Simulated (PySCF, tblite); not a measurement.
# C8H11OP: geometry, infrared bands and NMR shifts

Wanted: the infrared bands and NMR shifts of C8H11OP (`CC#CP1CCC(=O)CC1`), by calculation.

Programs: tblite 0.8.0 and PySCF 2.14.0, with density-fitted response routines of our own. Each step states its level of theory. These are calculated values for one molecule in the gas phase, unless marked as measured. Atoms count from 0, in the outputs and in this text.

**1. Starting geometry**

21 atoms, charge 0, multiplicity 1; geometry from: force field or distance geometry start.

Bonds of the start (Å): C0–C1 1.47, C1–C2 1.19, C2–P3 1.84, P3–C4 1.84, C4–C5 1.53, C5–C6 1.52, C6–O7 1.23, C6–C8 1.53, C8–C9 1.51, C9–P3 1.86, C0–H10 1.09, C0–H11 1.09, C0–H12 1.10, C4–H13 1.10, C4–H14 1.10, C5–H15 1.09, C5–H16 1.09, C8–H17 1.10, C8–H18 1.09, C9–H19 1.10, C9–H20 1.09.

**2. Geometry optimisation with GFN2-xTB**

What the job is given:

```
{"job": {"kind": "relax", "xc": "GFN2-xTB", "basis": "xTB"}, "charge": 0, "multiplicity": 1}
C      4.259700     0.395700     0.501700
C      2.891900    -0.114400     0.300400
C      1.796100    -0.550300     0.155700
P      0.094400    -1.191500    -0.096800
C     -0.458500    -0.135800    -1.495100
C     -1.980900    -0.137900    -1.612400
C     -2.610700     0.439800    -0.361000
O     -3.395400     1.383500    -0.411400
C     -2.293400    -0.251600     0.961000
C     -0.804700    -0.253500     1.235700
H      4.479600     1.166400    -0.241600
H      4.987200    -0.404700     0.406000
H      4.355400     0.843400     1.506800
H     -0.095500     0.891600    -1.361500
H     -0.019400    -0.504300    -2.428200
H     -2.379200    -1.143900    -1.756200
H     -2.280800     0.480600    -2.460700
H     -2.813600     0.289000     1.761300
H     -2.715600    -1.258600     0.934500
H     -0.424300     0.780400     1.274300
H     -0.601100    -0.707000     2.207800
```

Run with:

```
$ OMP_NUM_THREADS=1 python probes_run.py task.json out
```

One launch serves the whole session: the jobs run in the order shown.

**Question.** This job is followed by: GFN2-xTB harmonic vibrations, gas phase; GIAO PBE0/pcSseg-1 NMR shielding, non-relativistic, gas phase. What will the session give for the following? strongest single infrared mode (GFN2-xTB); zero-point energy (GFN2-xTB); 13C shifts against TMS (PBE0/pcSseg-1, means over atoms taken as alike); 1H shifts against TMS (PBE0/pcSseg-1, means over atoms taken as alike); 31P shifts against H3PO4 (PBE0/pcSseg-1); 17O shifts against H2O (PBE0/pcSseg-1); surface potential, 1st and 99th percentile.

The runs gave:

```
                                                               quantity                                    value
                              strongest single infrared mode (GFN2-xTB)                    1773 cm⁻¹, 390 km/mol
                                           zero-point energy (GFN2-xTB)                           104.5 kcal/mol
13C shifts against TMS (PBE0/pcSseg-1, means over atoms taken as alike)  213.7, 109.4, 84.6, 43.0, 35.9, 6.1 ppm
 1H shifts against TMS (PBE0/pcSseg-1, means over atoms taken as alike)                     2.46, 2.25, 2.12 ppm
                               31P shifts against H3PO4 (PBE0/pcSseg-1)                               -100.0 ppm
                                 17O shifts against H2O (PBE0/pcSseg-1)                                685.8 ppm
                                  surface potential, 1st and 99th percentile                       -1.68 V and 0.99 V
```

What this shows: The optimisation took 35 steps and gained 0.178 eV; among the close pairs (by a distance rule), C2–P3 changed most, from 1.836 to 1.763 Å. All 57 modes are real, so the xTB geometry is a minimum. The strongest single mode, at 1773 cm⁻¹, moves mainly C6 and O7. GFN2-xTB is a fitted tight-binding method: band positions and strengths are rough. Its intensities can rank the bands wrongly. The most deshielded carbon is C6 (ketone carbonyl carbon), at 213.7 ppm: the double bond to the heteroatom, with no lone-pair donor beside it, deshields it most. H15, H16, H17, H18 (mean) (hydrogen on an sp3 CH2 α to a carbonyl) lies farthest downfield among hydrogen, at 2.46 ppm; α to C=O. At PBE0/pcSseg-1: The widest tensor belongs to O7: span 1241 ppm, with a paramagnetic part of -744 ppm. At PBE0/pcSseg-1, counted by nearest atom on the grid, the HOMO lies on P3 44 %; C1 20 %, the LUMO on C6 41 %; O7 29 %.
